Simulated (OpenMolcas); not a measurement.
**KI (Potassium Iodide) at CCSD(T)/def2-SVP (core potential)**

Aim: the energy change on altering one bond length of KI (Potassium Iodide) at CCSD(T)/def2-SVP (core potential), from 2 runs. 

The results are computed with OpenMolcas 26.06.

3 further runs of the same task are left out: 2 that didn't finish, 1 set aside as unsound or not needed.

## 1. The system as given

KI: 2 atoms, total charge 0, spin state singlet. SMILES: `[K][I]`. Geometry: the measured bond length.

Bond lengths: K1–I2 3.048 Å.

## 2. The energy at CCSD(T)/def2-SVP (core potential)

Contents of job.inp:

```
&GATEWAY
BasLib
$CurrDir
Coord
2
angstrom
K        0.000000       0.000000       0.000000
I        0.000000       0.000000       3.047844
Basis
def2-SVP
Group
NoSym
&SEWARD
&SCF
PrOrbitals
1 1
&RASSCF
FileOrb
$Project.ScfOrb
Spin
1
Nactel
0 0 0
Inactive
22
Ras2
0
OutOrbitals
Canonical
OrbListing
Nothing
&MOTRA
JobIph
Frozen
9
&CCSDT
CCT
Triples
2
Iterations
50
Extrapolation
5 4
```

The basis set def2-SVP is read from a file made from the Basis Set Exchange's data (not shown).

On the command line:

```sh
$ export MOLCAS_MEM=1860
$ pymolcas job.inp > job.log
```

What it wrote:

```text
--- Start Module: gateway ---
[...]
--- Stop Module: gateway /rc=_RC_ALL_IS_WELL_ ---
[...]
      Basis functions           50
[...]
       Convergence after  10 Iterations
[...]
::    Total SCF energy                               -895.8230126483
[...]
      Total spin, S                                     0.0000000000
[...]
      Number of active orbitals                  0
[...]
      Spin quantum number                      0.0
[...]
      Active orbitals                            0
[...]
      Number of CSFs                             1
[...]
      Number of root(s) required                 1
[...]
      Convergence after  4 iterations
[...]
      Natural orbitals and occupation numbers for root  1
      ************************************************************************************************************************
      *                                                    Final results                                                     *
      ************************************************************************************************************************
[...]
::    RASSCF root number  1 Total energy:   -895.82301265
[...]
      Total electronic charge=   44.000000
      Total            charge=   -0.000000
[...]
      Dipole Moment (debye):
      Origin of the operator (angstrom)=    0.0000    0.0000    2.3319
                   X=  1.0326E-15               Y= -3.5933E-16               Z= -1.1637E+01           Total=  1.1637E+01
      Quadrupole Moment (debye*angstrom):
[...]
--- Start Module: motra ---
[...]
      *** WARNING: Default frozen orbitals is overwritten by user input.
      *** Default values:   6
[...]
--- Stop Module: motra /rc=_RC_ALL_IS_WELL_ ---
--- Start Module: ccsdt ---
[...]
      Convergence after                    12  Iterations
      Total energy (diff) :    -896.00003933      -0.00000003
[...]
 METHOD                       : CCSD+T(CCSD)+<T3(1)WT1> = CCSD(T)
[...]
       CCSD     =      -896.0000393274671
[...]
--- Stop Module: ccsdt /rc=_RC_ALL_IS_WELL_ ---
[...]
```

It took 6.3 s on 1 thread of Arm Neoverse V1, shared host; peak memory 0.38 GiB.

## 3. The distorted shape

Contents of job.input:

```
* IK CCSD(T)
&gateway
baslib=$CurrDir
coord
2
angstrom
K        0.000000       0.000000      -3.047856
I        0.000000       0.000000       3.047844
basis=def2-SVP
group=NoSym
&seward
&scf
prorbitals=1 1
&rasscf
fileorb=$Project.ScfOrb
spin=1
nactel=0 0 0
inactive=22
ras2=0
outorbitals=Canonical
orblisting=Nothing
&motra
jobiph
frozen=9
&ccsdt
cct
triples=2
iterations=50
extrapolation=5 4
```

The basis set def2-SVP is read from a file made from the Basis Set Exchange's data (not shown).

On the command line:

```sh
$ export MOLCAS_MEM=1860
$ pymolcas job.input > job.log
```

What it wrote:

```text
--- Start Module: gateway ---
[...]
--- Stop Module: gateway /rc=_RC_ALL_IS_WELL_ ---
[...]
      Basis functions           50
[...]
       Convergence after  10 Iterations
[...]
::    Total SCF energy                               -895.7465336595
[...]
      Total spin, S                                     0.0000000000
[...]
      Number of active orbitals                  0
[...]
      Spin quantum number                      0.0
[...]
      Active orbitals                            0
[...]
      Number of CSFs                             1
[...]
      Number of root(s) required                 1
[...]
      Convergence after  4 iterations
[...]
      Natural orbitals and occupation numbers for root  1
      ************************************************************************************************************************
      *                                                    Final results                                                     *
      ************************************************************************************************************************
[...]
::    RASSCF root number  1 Total energy:   -895.74653366
[...]
      Total electronic charge=   44.000000
      Total            charge=   -0.000000
[...]
      Dipole Moment (debye):
      Origin of the operator (angstrom)=    0.0000    0.0000    1.6159
                   X= -8.7325E-16               Y=  3.1512E-15               Z= -2.7738E+01           Total=  2.7738E+01
      Quadrupole Moment (debye*angstrom):
[...]
--- Start Module: motra ---
[...]
      *** WARNING: Default frozen orbitals is overwritten by user input.
      *** Default values:   6
[...]
--- Stop Module: motra /rc=_RC_ALL_IS_WELL_ ---
--- Start Module: ccsdt ---
[...]
      Convergence after                    15  Iterations
      Total energy (diff) :    -895.91832876       0.00000000
[...]
 METHOD                       : CCSD+T(CCSD)+<T3(1)WT1> = CCSD(T)
[...]
       CCSD     =      -895.9183287580596
[...]
--- Stop Module: ccsdt /rc=_RC_ALL_IS_WELL_ ---
[...]
```

It took 6.6 s on 1 thread of Arm Neoverse V1, shared host; peak memory 0.38 GiB.

## 4. Summary of results

At CCSD(T)/def2-SVP (core potential), 9 core orbitals frozen:

| quantity | value |
| --- | --- |
| first shape: total energy | -896.00216 Eh |
| first shape: dipole moment (mean-field density) | 11.64 D |
| first shape: HOMO energy (Hartree–Fock orbitals) | -7.65 eV |
| first shape: LUMO energy (Hartree–Fock orbitals) | -0.31 eV |
| first shape: HOMO–LUMO gap (Hartree–Fock orbitals) | 7.34 eV |
| first shape: correlation energy (9 core orbitals frozen) | -179.1 mEh |
| first shape: (T) correction | -2.12 mEh |
| distorted shape: total energy | -895.91999 Eh |
| distorted shape: dipole moment (mean-field density) | 27.74 D |
| distorted shape: HOMO energy (Hartree–Fock orbitals) | -5.36 eV |
| distorted shape: LUMO energy (Hartree–Fock orbitals) | -1.68 eV |
| distorted shape: HOMO–LUMO gap (Hartree–Fock orbitals) | 3.68 eV |
| distorted shape: correlation energy (9 core orbitals frozen) | -173.5 mEh |
| distorted shape: (T) correction | -1.66 mEh |
| energy change with the K1–I2 bond stretched from 3.048 to 6.096 Å | 2.236 eV |

With the K1–I2 bond stretched from 3.048 to 6.096 Å the energy rises by 2.24 eV (216 kJ/mol). The first shape isn't relaxed at this level, so the change isn't measured from a minimum. The triples (first shape) make up 1.2 % of the correlation energy. The triples (distorted shape) make up 1.0 % of the correlation energy.
